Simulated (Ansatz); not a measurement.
# BGePH (doublet): from Hartree-Fock to the top rungs at a displaced geometry (v1), cc-pVDZ

An exercise on one series of results from a longer session: the logs are not shown, and one member is left open.

The runs use Ansatz 0.2.0, Gaussian basis; cc-pVDZ, core rule «outside noble gas», up to 20 orbitals frozen.

The runs, in order: UHF; CCSD(T) on ROHF; CCSD(T) on UHF; BCCD(T) on ROHF; CISD as a restricted active space (open shells left free, so some higher excitations enter); CCSDT(Q) on ROHF; CCSDT(Q) on UHF; CASSCF and MRCISD+Q, 9 electrons in 9 orbitals; CASSCF and NEVPT2, 9 electrons in 9 orbitals.

28 further runs of the same task are left out: 11 that didn't finish, 17 set aside as unsound or not needed. Runs told in other sessions of the task aren't counted.

## The system

The geometry is a PBE0/def2-TZVP stationary point (not a proven minimum) with its atoms shifted at random (size 0.040 Å). No spin-orbit coupling is included. The filled d shell of Ge may be among the frozen orbitals whatever the setting's name suggests.

4 atoms, charge 0, spin multiplicity 2.

Atoms are counted from 1 here; the program's logs count them from 0.

Bond lengths: B1–Ge2 1.923 Å, B1–H4 1.154 Å, Ge2–P3 2.077 Å. Angles: Ge2–B1–H4 149.6°, B1–Ge2–P3 167.6°.

Set-up of the first run:

The input, in.yaml:

```yaml
crystal:
  periodic: [false, false, false]
  atoms:
    - {symbol: B, position_ang: [0.002355, -0.245811, 1.195368]}
    - {symbol: Ge, position_ang: [0.001522, 0.087941, -0.698541]}
    - {symbol: P, position_ang: [0.049478, 0.003100, -2.773398]}
    - {symbol: H, position_ang: [-0.053356, 0.154770, 2.276572]}
basis:
  gaussian: {orbitals: cc-pVDZ}
magnetization: {spin_polarized: true, initial_magnetization: 1}
hamiltonian: {xc: hf}
output: {orbitals: {seedname: orbitals}}
```

On the command line:

```
$ ansatz run in.yaml --threads 1 --pin off --events-out ev --progress --plain --max-ram 2393MiB
```

Among the steps run: UHF; CCSD(T) on ROHF; CCSD(T) on UHF; BCCD(T) on ROHF; CISD as a restricted active space (open shells left free, so some higher excitations enter); CCSDT(Q) on ROHF; CCSDT(Q) on UHF; CASSCF and MRCISD+Q, 9 electrons in 9 orbitals; CASSCF and NEVPT2, 9 electrons in 9 orbitals.

One table of the session follows, with a row left open; its other results are not shown here.

It belongs to the step «Misses and costs». 

| method | from RCCSDT(Q) (meV) |
| --- | --- |
| ROHF | +8841.1 |
| RMP2 | +1542.8 |
| UMP2 | +2052.0 |
| CISD | +1752.9 |
| RCCSD | +670.3 |
| UCCSD | +687.6 |
| RCCSD(T) | +123.5 |
| UCCSD(T) | +199.3 |
| BCCD(T) | +122.0 |
| RCCSDT | +74.0 |
| UCCSDT | +71.2 |
| RCCSDT(Q) | 0 |
| UCCSDT(Q) | -31.1 |
| CASSCF frontier | ? |
| NEVPT2 frontier | +1237.4 |
| MRCISD frontier | +652.3 |
| MRCISD+Q frontier | +61.3 |

Q: Estimate the row for CASSCF frontier from the others.

**Answer.** from RCCSDT(Q) (meV): +5956.0. In the column «from RCCSDT(Q) (meV)» it lies between UMP2 (+2052.0) and ROHF (+8841.1).

Left out of the table: UHF (another determinant or state than the rows shown).

Limits of these values: The determinant of HF (⟨S²⟩ 1.76) is far from a pure spin state, so its energy mixes those of several spin states; that is harmless only where they are near-degenerate. The determinant of CCSD(T) (⟨S²⟩ 1.51) is far from a pure spin state, so its energy mixes those of several spin states; high orders of coupled cluster remove much of that, low ones don't. The determinant of CCSDT(Q) (⟨S²⟩ 1.51) is far from a pure spin state, so its energy mixes those of several spin states; high orders of coupled cluster remove much of that, low ones don't. Warnings: spin contamination; coupled cluster took another determinant than the lowest; large T1 diagnostic. Restricted and unrestricted rows rest on different reference determinants; a gap between their highest levels can come from leftover correlation error, from unlike frozen cores or from another state.
